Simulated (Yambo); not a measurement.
## MgO in Yambo: convergence with bands in self energy

The system is MgO.

```
Mg O
1.0
     0.00000    2.09700    2.09700
     2.09700    0.00000    2.09700
     2.09700    2.09700    0.00000
Mg O
1 1
Direct
  0.00000 0.00000 0.00000
  0.50000 0.50000 0.50000
```

The cell is a database's computed one.

| Property | Result |
| --- | --- |
| Program | Yambo 5.3.0 |
| Task | G0W0 quasiparticle levels |
| Functional | PBE |
| Potentials or basis | PseudoDojo 0.4.1 SR PBE standard |
| Cutoff | 1143 eV |
| Density cutoff | 4572 eV |
| k mesh | 8 × 8 × 8 |
| Occupations | fixed |
| Spin | no spin polarisation |
| k mesh of the self-consistent run | 12 × 12 × 12 |
| Random integration of the Coulomb term | yes |
| Direction of the field or of q to 0 | x + y + z |
| Broadening | 0.1 eV |
| States corrected | Γ and the k points of the band edges |
| Frequency dependence of W | plasmon pole |
| Terminator of the band sum in the self-energy | none |
| Quasiparticle equation | linearised (Newton) |
| Imaginary frequency of the plasmon-pole fit | 27.2114 eV |
| Bands in the response | 208 |
| Bands in the self-energy | 28 |
| Cutoff of the response matrix | 12 Ry |
| Cutoff of exchange and Vxc | 84 Ry |
| Bands corrected (first, last) | [8, 9] |

These are the settings of the first run; the series varies bands in self energy, with any setting tied to it.

| bands in self energy | quasiparticle gap at the points computed (eV) |
| --- | --- |
| 28 | 6.957 |
| 48 | 7.090 |
| 88 | 7.192 |
| 208 | 7.244 |

Not settled before the last step: the quasiparticle gap at the points computed (to 0.05 eV). The tightest run that finished is the yardstick and may itself not be fully converged.

Caveat, for the tightest run too: this version prints the column dSc/dw multiplied by 27.2.
